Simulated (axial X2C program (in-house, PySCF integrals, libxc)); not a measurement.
# TiCl: EOM-IP-CCSD levels

Aim: EOM-IP-CCSD levels of TiCl, with spin–orbit coupling in the Hamiltonian from the start.

Program: an in-house X2C program for linear molecules on PySCF integrals. Level of theory: two-component X2C with atomic mean-field terms, Ti dyall-acv3z, Cl dyall-av3z. These are calculated values, not measurements.

### Step 1. Set-up

Input file task.json:

```json
{
 "zs": [
  22,
  17
 ],
 "q": 0,
 "bas": [
  "dyall-acv3z",
  "dyall-av3z"
 ],
 "r0": 2.35,
 "eom": "ip",
 "rq": -1,
 "thr": -2.0,
 "nmax": 95,
 "grid": [
  1,
  0.96,
  1.045,
  0.92,
  1.09,
  1.15
 ]
}
```

Keys: zs atomic numbers; q charge; bas basis sets; r0 starting distance in Å; eom kind of EOM run; thr threshold in hartree for freezing inner shells (an s shell follows its p shell); nmax most natural virtual spinors; grid distances as factors.

Run with:

```console
$ python soeom.py task.json out
```

After this run come: EOM-IP-CCSD at 2.352 Å.

Q: Predict the outcome of this session. Wanted: next root led by one particle; T1 of the reference; lowest state, Re and ωe.

**Answer**, as computed:

| quantity | value |
| --- | --- |
| lowest root at 2.352 Å | Ω = 1/2, 1.506 eV |
| next root led by one particle | Ω = 3/2, about 10810 cm⁻¹ higher |
| T1 of the reference | 0.025 |
| lowest state, Re and ωe | 2.283 Å, 402 cm⁻¹ |

**Reading.** Removing an electron from the reference determinant of TiCl⁻ costs 1.51 eV and empties a spinor of 71% Ti sσ, 16% Ti pσ. The closed-shell reference lies 0.89 eV above the lowest determinant found, so these energies count from an excited configuration. Errors of 0.1 to 0.3 eV are usual at this size, and roots led by higher excitations are left out, so the list is incomplete, and low states of that kind can be missing. T1 or the largest double amplitude of the reference is raised, which lowers the reliability.
